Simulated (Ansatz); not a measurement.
# CoO: magnetic states

One table from this session's results is given with a row withheld; the runs are named, their logs left out.

Computed with Ansatz 0.2.0 (DFT PBEsol, scalar-relativistic, plane waves, PAW, unless a step's input says otherwise).

1 further run of the same task is left out (set aside as unsound or not needed). Runs told in other sessions of the task aren't counted.

## The system as given

The structure is trigonal, space group R-3m (No. 166). The conventional cell has a = 3.011 Å, b = 3.011 Å, c = 7.320 Å, α = 90.00°, β = 90.00°, γ = 120.00°. Around Co (site symmetry -3m) lie 6 O at 2.12 Å. O (site symmetry -3m) is surrounded by 6 Co at 2.12 Å.

Structure file:

```cif
data_structure
_symmetry_space_group_name_H-M 'P 1'
_symmetry_Int_Tables_number 1
_cell_length_a 2.9959
_cell_length_b 2.9959
_cell_length_c 2.9959
_cell_angle_alpha 60.333
_cell_angle_beta 60.333
_cell_angle_gamma 60.333
_cell_volume 19.16
loop_
_atom_site_label
_atom_site_type_symbol
_atom_site_fract_x
_atom_site_fract_y
_atom_site_fract_z
_atom_site_occupancy
Co1 Co 0.00000 0.00000 0.00000 1
O1 O 0.50000 0.50000 0.50000 1
```

The structure comes from the Materials Project (structure only); it is used as listed.

## The base run, which the others are set against

File input.yaml:

```yaml
crystal:
  lattice:
    - [1.5054695445, 0.8691832468, 2.4399269062]
    - [-1.5054695445, 0.8691832468, 2.4399269062]
    - [0.0, -1.7383664936, 2.4399269062]
  atoms:
    - { symbol: Co, position: [0.0, 0.0, 0.0], spin: 2.64 }
    - { symbol: O, position: [0.5, 0.5, 0.5], spin: 0.33 }
basis:
  ecutwfc: 420
kpoints:
  mp_grid: { grid: [18, 18, 18] }
hamiltonian:
  xc: pbesol
scf:
  occupations: { method: gaussian, width: 0.1 }
output:
  forces: true
  stress: true
  eigenvalues: true
  populations: true
  write_density: true
  write_potential: true
  elf: true
  volumetric_format: npy
magnetization:
  spin_polarized: true
```

It was run beforehand and gave: -2826.1268 eV/atom at zero smearing, pressure -9.01 GPa, largest force 0.000 eV/Å, no gap on the mesh, site moments Co +2.50, O +0.34 μB, in 11 SCF cycles and 73 s.

Set-up of the first run:

File input.yaml:

```yaml
crystal:
  lattice:
    - [1.5054695445, 0.8691832468, 2.4399269062]
    - [-1.5054695445, 0.8691832468, 2.4399269062]
    - [0.0, -1.7383664936, 2.4399269062]
  atoms:
    - { symbol: Co, position: [0.0, 0.0, 0.0] }
    - { symbol: O, position: [0.5, 0.5, 0.5] }
basis:
  ecutwfc: 420
kpoints:
  mp_grid: { grid: [18, 18, 18] }
hamiltonian:
  xc: pbesol
scf:
  occupations: { method: gaussian, width: 0.1 }
  lower_state_search: "off"
output:
  forces: true
  stress: true
  eigenvalues: true
```

Started as:

```sh
> ansatz run input.yaml --threads 1 --pin off --max-ram 2560MiB --backend cpu --events-out ev --progress --plain --runs-dir out
```

Among the steps run: Magnetic start: no spin polarisation; Magnetic start: ferromagnetic; Start: large parallel starting moments; Magnetic start: ferrimagnetic in the cell, signs +-; Magnetic start: antiferromagnetic, doubled cell, propagation vector (0, 0, 1/2); Magnetic start: antiferromagnetic, doubled cell, propagation vector (0, 1/2, 1/2); Magnetic start: antiferromagnetic, doubled cell, propagation vector (1/2, 1/2, 1/2); Magnetic start: small parallel starting moments.

One of the session's tables, all rows but one given; the rest of the session is left out.

It belongs to the step «The magnetic starts in order of energy». 

```
                                                              start  energy above the lowest (meV/atom)  pressure (GPa)
    antiferromagnetic, doubled cell, propagation vector (0, 0, 1/2)                                0.00           -12.4
antiferromagnetic, doubled cell, propagation vector (1/2, 1/2, 1/2)                                5.12           -12.2
                                                      ferromagnetic                                73.3            -9.0
                                    large parallel starting moments                                73.3            -9.0
                                ferrimagnetic in the cell, signs +-                                73.3            -9.0
                                    small parallel starting moments                                73.3            -9.0
  antiferromagnetic, doubled cell, propagation vector (0, 1/2, 1/2)                                   ?               ?
                                                            no spin                                 315           -27.3
```

**Question.** Estimate the row for antiferromagnetic, doubled cell, propagation vector (0, 1/2, 1/2).

As computed: energy above the lowest (meV/atom): 114; pressure (GPa): -11.3. In the column «energy above the lowest (meV/atom)» it lies between small parallel starting moments (73.3) and no spin (315).

Limits of these values: Without a U such compounds often come out metallic though many are antiferromagnetic insulators. Warnings in the runs' records: seeded moment not kept.
